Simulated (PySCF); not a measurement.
# C2SiH4 in PySCF: further runs

The runs below take C2SiH4 through G0W0 quasiparticle levels, excitation energies (Tamm-Dancoff), with PBE0.

All numbers are computed with PySCF 2.14.0; they aren't measurements. Logs are shortened: lines on timing, memory, paths and dates and some standing lists are left out, and cuts for length are marked.

## Step 1: The molecule as given

The cell holds a molecule in a box, 7 atoms: a = 12.000 Å, b = 14.000 Å, c = 12.000 Å, α = 90.00°, β = 90.00°, γ = 90.00°.

## Step 2: G0W0 quasiparticle levels, PBE0

Input file run.py:

```python
import json
import numpy as np
from pyscf.pbc import gto, scf, dft, df

cell = gto.Cell()
cell.a = '''
 12.0000000000    0.0000000000    0.0000000000
  0.0000000000   14.0000000000    0.0000000000
  0.0000000000    0.0000000000   12.0000000000'''
cell.atom = '''
C    4.9788500400    5.6822999800    6.4312500000
C    5.3410500000    6.8271999600    6.3214500000
Si   5.8893500400    8.5579999400    6.1552500000
H    4.6585500000    4.6701999400    6.5283500400
H    5.4650499600    9.0820000600    4.8340500000
H    5.2778499600    9.3718000600    7.2339500400
H    7.3674500400    8.6166000200    6.2634500400'''
cell.unit = 'A'
cell.basis = 'pob-tzvp-rev2'
cell.exp_to_discard = 0
cell.precision = 1e-08
cell.max_memory = 2520  # MB
cell.verbose = 4
cell.build()

res = {}
kpts = cell.make_kpts([1, 1, 1])
mf = dft.KRKS(cell, kpts, xc='pbe0', exxdiv='ewald')
mf = mf.density_fit()
mf.with_df._cderi = 'cderi.h5'  # three-centre integrals saved by an earlier run on this cell, basis and mesh
mf.conv_tol = 1e-08
mf.max_cycle = 60

mf.kernel()
res.update(converged=bool(mf.converged), e_tot=mf.e_tot, nelec=cell.nelectron, nao=cell.nao, mesh=list(map(int, cell.mesh)), a=cell.lattice_vectors().tolist(), coords=cell.atom_coords().tolist(),
           mo_energy=[np.real(x).tolist() for x in mf.mo_energy], mo_occ=[np.real(x).tolist() for x in mf.mo_occ])
import h5py
print('fit functions by k pair:', sorted({v['0'].shape[0] for v in h5py.File(mf.with_df._cderi)['j3c'].values()}))
res.update(kpts=cell.get_scaled_kpts(kpts).tolist())
res['parts'] = {k: float(np.real(v)) for k, v in mf.scf_summary.items() if np.isscalar(v)}
json.dump(res, open('results.json', 'w'))
if not mf.converged:
    raise SystemExit('SCF not converged')

print('levels (eV)')
for i, kp in enumerate(res['kpts'][:40]):
    print('k %7.4f %7.4f %7.4f  ' % tuple(kp), ' '.join('%.3f' % (x * 27.211386) for x in res['mo_energy'][i][:20]))

# Mulliken populations
dm, s = np.asarray(mf.make_rdm1()), np.asarray(mf.get_ovlp())
sites = cell.aoslice_by_atom()[:, 2:]
tot = np.einsum('kij,kji->i', dm, s).real / len(kpts)
res['mulliken'] = [cell.atom_charge(i) - tot[a0:a1].sum() for i, (a0, a1) in enumerate(sites)]
print('Mulliken charges', np.round(res['mulliken'], 5))

from pyscf.pbc.gw.krgw_ac import KRGWAC
gw = KRGWAC(mf, frozen=7)
gw.fc = True
orbs = list(range(12, 18))
gw.kernel(orbs=orbs)
res['orbs'] = orbs
res['qp'] = np.asarray(gw.mo_energy).real.tolist()
res['done'] = True
json.dump(res, open('results.json', 'w'))
```

Potentials or basis: pob-tzvp-rev2 (all-electron).

Started as:

```sh
OMP_NUM_THREADS=2 python -u run.py > log
```

The program printed:

```text
Discarded 0 diffused primitive functions, 0 contracted functions

PySCF version 2.14.0

[INPUT] verbose = 4
[INPUT] num. atoms = 7
[INPUT] num. electrons = 30
[INPUT] charge = 0
[INPUT] spin (= nelec alpha-beta = 2S) = 0
[INPUT] symmetry False subgroup None
[INPUT] Mole.unit = A
[INPUT] Symbol           X                Y                Z      unit          X                Y                Z       unit  Magmom
[INPUT]  1 C      4.978850040000   5.682299980000   6.431250000000 AA    9.408662990880  10.737990719822  12.153301138609 Bohr   0.0
[INPUT]  2 C      5.341050000000   6.827199960000   6.321450000000 AA   10.093121717608  12.901538122042  11.945809210132 Bohr   0.0
[INPUT]  3 Si     5.889350040000   8.557999940000   6.155250000000 AA   11.129258627296  16.172276060644  11.631736728229 Bohr   0.0
[INPUT]  4 H      4.658550000000   4.670199940000   6.528350040000 AA    8.803383637593   8.825398833560  12.336793620893 Bohr   0.0
[INPUT]  5 H      5.465049960000   9.082000060000   4.834050000000 AA   10.327447681465  17.162492776683   9.135030572454 Bohr   0.0
[INPUT]  6 H      5.277849960000   9.371800060000   7.233950040000 AA    9.973690950947  17.710135407582  13.670184374386 Bohr   0.0
[INPUT]  7 H      7.367450040000   8.616600020000   6.263450040000 AA   13.922462812016  16.283014162722  11.836205170496 Bohr   0.0

nuclear repulsion = 30.7540466518225
number of shells = 42
number of NR pGTOs = 141
number of NR cGTOs = 82
basis = pob-tzvp-rev2
ecp = {}
lattice vectors  a1 [22.676713495, 0.000000000, 0.000000000]
                 a2 [0.000000000, 26.456165744, 0.000000000]
                 a3 [0.000000000, 0.000000000, 22.676713495]
dimension = 3
low_dim_ft_type = None
Cell volume = 13604.6
exp_to_discard = 0
rcut = 20.78705388038694 (nimgs = [1 1 1])
precision = 1e-08
pseudo = None
ke_cutoff = 2456005.4711357504
    = [15999 18667 15999] mesh (4778154674667 PWs)

******** <class 'pyscf.pbc.dft.krks.KRKS'> ********
method = KRKS
initial guess = minao
damping factor = 0
level_shift factor = 0
DIIS = <class 'pyscf.scf.diis.CDIIS'>
diis_start_cycle = 1
diis_space = 8
diis_damp = 0
SCF conv_tol = 1e-08
SCF conv_tol_grad = None
SCF max_cycles = 60
direct_scf = True
direct_scf_tol = 1e-13

******** PBC SCF flags ********
N kpts = 1
Exchange divergence treatment (exxdiv) = ewald
    madelung (= occupied orbital energy shift) = 0.1178789940970423
    Total energy shift due to Ewald probe charge = -1/2 * Nelec*madelung = -1.76818491146
DF object = <pyscf.pbc.df.df.GDF object>
XC functionals = pbe0
small_rho_cutoff = 0
radial grids:
    Treutler-Ahlrichs [JCP 102, 346 (1995); DOI:10.1063/1.469408] (M4) radial grids

becke partition: Becke, JCP 88, 2547 (1988); DOI:10.1063/1.454033
pruning grids: <function nwchem_prune>
grids dens level: 3
symmetrized grids: False
atomic radii adjust function: <function treutler_atomic_radii_adjust>
Set gradient conv threshold to 0.0001

******** <class 'pyscf.pbc.df.rsdf_builder._RSNucBuilder'> ********
mesh = [43 51 43] (94299 PWs)
ke_cutoff = 16.92809565338868
omega = 0.5174598520920043
exclude_d_aux = False
exclude_dd_block = True
j2c_eig_always = False
has_long_range = True
tot grids = 86648
cell vol = 13604.6423  sum(weights) = 13667.3286
nelec by numeric integration = 29.999998801438863
init E= -368.082960381888
  HOMO = -0.317714126632  LUMO = -0.0365063529755  gap/eV = 7.65205
nelec by numeric integration = 29.999999594262842
cycle= 1 E= -367.777213371087  delta_E= 0.306  |g|= 0.356  |ddm|= 2.62
  HOMO = -0.22995755054  LUMO = 0.0494448901091  gap/eV = 7.60293
nelec by numeric integration = 30.00000006982394
cycle= 2 E= -367.779233730899  delta_E= -0.00202  |g|= 0.322  |ddm|= 0.496
  HOMO = -0.288697924299  LUMO = 0.0228722146823  gap/eV = 8.47826
nelec by numeric integration = 29.99999983077265
cycle= 3 E= -367.803044766564  delta_E= -0.0238  |g|= 0.0965  |ddm|= 0.292
  HOMO = -0.288894493715  LUMO = 0.0239104721023  gap/eV = 8.51186
nelec by numeric integration = 29.999999813422075
cycle= 4 E= -367.804980655369  delta_E= -0.00194  |g|= 0.0376  |ddm|= 0.0837
  HOMO = -0.285971181735  LUMO = 0.0256378117622  gap/eV = 8.47931
nelec by numeric integration = 29.999999841409533
cycle= 5 E= -367.805350835443  delta_E= -0.00037  |g|= 0.00366  |ddm|= 0.029
  HOMO = -0.286692745334  LUMO = 0.0251200912571  gap/eV = 8.48486
nelec by numeric integration = 29.999999837093164
cycle= 6 E= -367.80535407516  delta_E= -3.24e-06  |g|= 0.00044  |ddm|= 0.004
  HOMO = -0.286610293874  LUMO = 0.0251986874468  gap/eV = 8.48475
nelec by numeric integration = 29.99999983732542
cycle= 7 E= -367.805354122017  delta_E= -4.69e-08  |g|= 9.65e-05  |ddm|= 0.000512
  HOMO = -0.286603656133  LUMO = 0.0252026942464  gap/eV = 8.48468
nelec by numeric integration = 29.99999983738897
cycle= 8 E= -367.805354124684  delta_E= -2.67e-09  |g|= 6.65e-06  |ddm|= 0.000112
  HOMO = -0.286604110782  LUMO = 0.0252018744055  gap/eV = 8.48467
nelec by numeric integration = 29.999999837388415
Extra cycle  E= -367.805354124677  delta_E= 7.16e-12  |g|= 9.36e-06  |ddm|= 1.89e-05
converged SCF energy = -367.805354124677
fit functions by k pair: [517]
levels (eV)
k  0.0000  0.0000  0.0000   -1802.042 -278.009 -277.665 -145.132 -99.754 -99.720 -99.720 -20.721 -16.024 -14.400 -10.962 -9.887 -9.886 -7.799 -7.799 0.686 0.687 2.285 3.603 4.046
Mulliken charges [-0.12173 -0.28224  0.56958  0.14237 -0.10265 -0.103   -0.10233]

******** <class 'pyscf.pbc.gw.krgw_ac.KRGWAC'> ********
method = KRGWAC
GW nocc = 8, nvir = 67, nkpts = 1
frozen orbitals = 7
orbital list = [12, 13, 14, 15, 16, 17]
off-diagonal self-energy = False
GW density matrix = False
density-fitting for exchange = False
outcore for self-energy= False
finite size corrections = True
grids for finite size corrections = False
broadening parameter = 5.000e-03
number of grids = 100
analytic continuation method = pade
imaginary frequency cutoff = 5.0
Pade points = 18
Pade step ratio = 0.667
use perturbative linearized QP eqn = False
QPE max iter = 100
QPE tolerance = 1.0e-06

WARN: GW QP energies may not be sorted from min to max
```

It took 28 s on 2 threads of Intel Xeon at 2.70GHz, shared host; peak memory 1.9 GiB.

What came out:

```
Free energy                                       : -10008.4936 eV
Gap between the frontier levels, mean-field level : 8.48 eV
Mulliken charges                                  : C -0.12, -0.28; Si +0.57; H +0.14, -0.10 e
Quasiparticle gap                                 : 13.21 eV
```

Caveat: the basis is small and the box finite, so much correlation energy is missing and levels can be off by tenths of an eV; Mulliken charges move with the basis; this is a molecule in a periodic box at the Γ point, so its band gap is the HOMO-LUMO gap; total energy, band gap and charges are those of the mean-field reference; the basis of atomic orbitals isn't converged, which shifts pressures, moduli and gaps.

## Step 3: Excitation energies (Tamm-Dancoff), PBE0

Edit run.py of step 2 so:

```diff
@@ -55,9 +55,9 @@
 
-from pyscf.pbc.gw.krgw_ac import KRGWAC
-gw = KRGWAC(mf, frozen=7)
-gw.fc = True
-orbs = list(range(12, 18))
-gw.kernel(orbs=orbs)
-res['orbs'] = orbs
-res['qp'] = np.asarray(gw.mo_energy).real.tolist()
+from pyscf.pbc import tdscf
+td = tdscf.KTDA(mf)
+td.nstates = 5
+td.kshift_lst = [0]
+td.conv_tol = 1e-5
+td.kernel()
+res.update(excitations=np.real(td.e[0]).tolist(), post_converged=bool(np.all(td.converged)))
 res['done'] = True
```

Potentials or basis: pob-tzvp-rev2 (all-electron).

Started as:

```sh
OMP_NUM_THREADS=2 python -u run.py > log
```

The program printed:

```text
Discarded 0 diffused primitive functions, 0 contracted functions

PySCF version 2.14.0

[INPUT] verbose = 4
[INPUT] num. atoms = 7
[INPUT] num. electrons = 30
[INPUT] charge = 0
[INPUT] spin (= nelec alpha-beta = 2S) = 0
[INPUT] symmetry False subgroup None
[INPUT] Mole.unit = A
[INPUT] Symbol           X                Y                Z      unit          X                Y                Z       unit  Magmom
[INPUT]  1 C      4.978850040000   5.682299980000   6.431250000000 AA    9.408662990880  10.737990719822  12.153301138609 Bohr   0.0
[INPUT]  2 C      5.341050000000   6.827199960000   6.321450000000 AA   10.093121717608  12.901538122042  11.945809210132 Bohr   0.0
[INPUT]  3 Si     5.889350040000   8.557999940000   6.155250000000 AA   11.129258627296  16.172276060644  11.631736728229 Bohr   0.0
[INPUT]  4 H      4.658550000000   4.670199940000   6.528350040000 AA    8.803383637593   8.825398833560  12.336793620893 Bohr   0.0
[INPUT]  5 H      5.465049960000   9.082000060000   4.834050000000 AA   10.327447681465  17.162492776683   9.135030572454 Bohr   0.0
[INPUT]  6 H      5.277849960000   9.371800060000   7.233950040000 AA    9.973690950947  17.710135407582  13.670184374386 Bohr   0.0
[INPUT]  7 H      7.367450040000   8.616600020000   6.263450040000 AA   13.922462812016  16.283014162722  11.836205170496 Bohr   0.0

nuclear repulsion = 30.7540466518225
number of shells = 42
number of NR pGTOs = 141
number of NR cGTOs = 82
basis = pob-tzvp-rev2
ecp = {}
lattice vectors  a1 [22.676713495, 0.000000000, 0.000000000]
                 a2 [0.000000000, 26.456165744, 0.000000000]
                 a3 [0.000000000, 0.000000000, 22.676713495]
dimension = 3
low_dim_ft_type = None
Cell volume = 13604.6
exp_to_discard = 0
rcut = 20.78705388038694 (nimgs = [1 1 1])
precision = 1e-08
pseudo = None
ke_cutoff = 2456005.4711357504
    = [15999 18667 15999] mesh (4778154674667 PWs)

******** <class 'pyscf.pbc.dft.krks.KRKS'> ********
method = KRKS
initial guess = minao
damping factor = 0
level_shift factor = 0
DIIS = <class 'pyscf.scf.diis.CDIIS'>
diis_start_cycle = 1
diis_space = 8
diis_damp = 0
SCF conv_tol = 1e-08
SCF conv_tol_grad = None
SCF max_cycles = 60
direct_scf = True
direct_scf_tol = 1e-13

******** PBC SCF flags ********
N kpts = 1
Exchange divergence treatment (exxdiv) = ewald
    madelung (= occupied orbital energy shift) = 0.1178789940970423
    Total energy shift due to Ewald probe charge = -1/2 * Nelec*madelung = -1.76818491146
DF object = <pyscf.pbc.df.df.GDF object>
XC functionals = pbe0
small_rho_cutoff = 0
radial grids:
    Treutler-Ahlrichs [JCP 102, 346 (1995); DOI:10.1063/1.469408] (M4) radial grids

becke partition: Becke, JCP 88, 2547 (1988); DOI:10.1063/1.454033
pruning grids: <function nwchem_prune>
grids dens level: 3
symmetrized grids: False
atomic radii adjust function: <function treutler_atomic_radii_adjust>
Set gradient conv threshold to 0.0001

******** <class 'pyscf.pbc.df.rsdf_builder._RSNucBuilder'> ********
mesh = [43 51 43] (94299 PWs)
ke_cutoff = 16.92809565338868
omega = 0.5174598520920043
exclude_d_aux = False
exclude_dd_block = True
j2c_eig_always = False
has_long_range = True
tot grids = 86648
cell vol = 13604.6423  sum(weights) = 13667.3286
nelec by numeric integration = 29.999998801438863
init E= -368.082960381888
  HOMO = -0.317714126632  LUMO = -0.0365063529755  gap/eV = 7.65205
nelec by numeric integration = 29.999999594262853
cycle= 1 E= -367.777213371087  delta_E= 0.306  |g|= 0.356  |ddm|= 2.62
  HOMO = -0.22995755054  LUMO = 0.0494448901091  gap/eV = 7.60293
nelec by numeric integration = 30.00000006982394
cycle= 2 E= -367.779233730899  delta_E= -0.00202  |g|= 0.322  |ddm|= 0.496
  HOMO = -0.288697924299  LUMO = 0.0228722146823  gap/eV = 8.47826
nelec by numeric integration = 29.999999830772644
cycle= 3 E= -367.803044766564  delta_E= -0.0238  |g|= 0.0965  |ddm|= 0.292
  HOMO = -0.288894493715  LUMO = 0.0239104721023  gap/eV = 8.51186
nelec by numeric integration = 29.99999981342208
cycle= 4 E= -367.804980655368  delta_E= -0.00194  |g|= 0.0376  |ddm|= 0.0837
  HOMO = -0.285971181735  LUMO = 0.0256378117622  gap/eV = 8.47931
nelec by numeric integration = 29.999999841409533
cycle= 5 E= -367.805350835443  delta_E= -0.00037  |g|= 0.00366  |ddm|= 0.029
  HOMO = -0.286692745334  LUMO = 0.0251200912571  gap/eV = 8.48486
nelec by numeric integration = 29.99999983709317
cycle= 6 E= -367.80535407516  delta_E= -3.24e-06  |g|= 0.00044  |ddm|= 0.004
  HOMO = -0.286610293874  LUMO = 0.0251986874468  gap/eV = 8.48475
nelec by numeric integration = 29.999999837325422
cycle= 7 E= -367.805354122017  delta_E= -4.69e-08  |g|= 9.65e-05  |ddm|= 0.000512
  HOMO = -0.286603656133  LUMO = 0.0252026942464  gap/eV = 8.48468
nelec by numeric integration = 29.999999837388977
cycle= 8 E= -367.805354124684  delta_E= -2.67e-09  |g|= 6.65e-06  |ddm|= 0.000112
  HOMO = -0.286604110781  LUMO = 0.0252018744055  gap/eV = 8.48467
nelec by numeric integration = 29.999999837388412
Extra cycle  E= -367.805354124677  delta_E= 6.99e-12  |g|= 9.36e-06  |ddm|= 1.89e-05
converged SCF energy = -367.805354124677
fit functions by k pair: [517]
levels (eV)
k  0.0000  0.0000  0.0000   -1802.042 -278.009 -277.665 -145.132 -99.754 -99.720 -99.720 -20.721 -16.024 -14.400 -10.962 -9.887 -9.886 -7.799 -7.799 0.686 0.687 2.285 3.603 4.046
Mulliken charges [-0.12173 -0.28224  0.56958  0.14237 -0.10265 -0.103   -0.10233]

******** <class 'pyscf.pbc.tdscf.krks.TDA'> for <class 'pyscf.pbc.dft.krks.KRKS'> ********
nstates = 5 singlet
deg_eia_thresh = 1.000e-03
kshift_lst = [0]
wfnsym = None
conv_tol = 1e-05
eigh lindep = 1e-12
eigh level_shift = 0
eigh max_cycle = 100

nelec by numeric integration = 29.999999837388412

******** <class 'pyscf.pbc.df.rsdf_builder._RSNucBuilder'> ********
mesh = [43 51 43] (94299 PWs)
ke_cutoff = 16.92809565338868
omega = 0.5174598520920043
exclude_d_aux = False
exclude_dd_block = True
j2c_eig_always = False
has_long_range = True
kshift = 0  Excited State energies (eV)
[6.25090528 6.5261322  6.52622684 8.71182708 8.71210742]
```

Run time: 57 s. Hardware: 2 threads of Intel Xeon at 2.70GHz, shared host; peak memory 1.9 GiB.

Results:

* Free energy: -10008.4936 eV
* Gap between the frontier levels: 8.48 eV
* Mulliken charges: C -0.12, -0.28; Si +0.57; H +0.14, -0.10 e

Lowest excitation energies (eV): 6.25, 6.53, 6.53, 8.71, 8.71

Caveat: the basis is small and the box finite, so much correlation energy is missing and levels can be off by tenths of an eV; Mulliken charges move with the basis; the iterative solver can pass over a root and still report convergence; this is a molecule in a periodic box at the Γ point, so its band gap is the HOMO-LUMO gap; total energy, band gap and charges are those of the mean-field reference; the basis of atomic orbitals isn't converged, which shifts pressures, moduli and gaps.
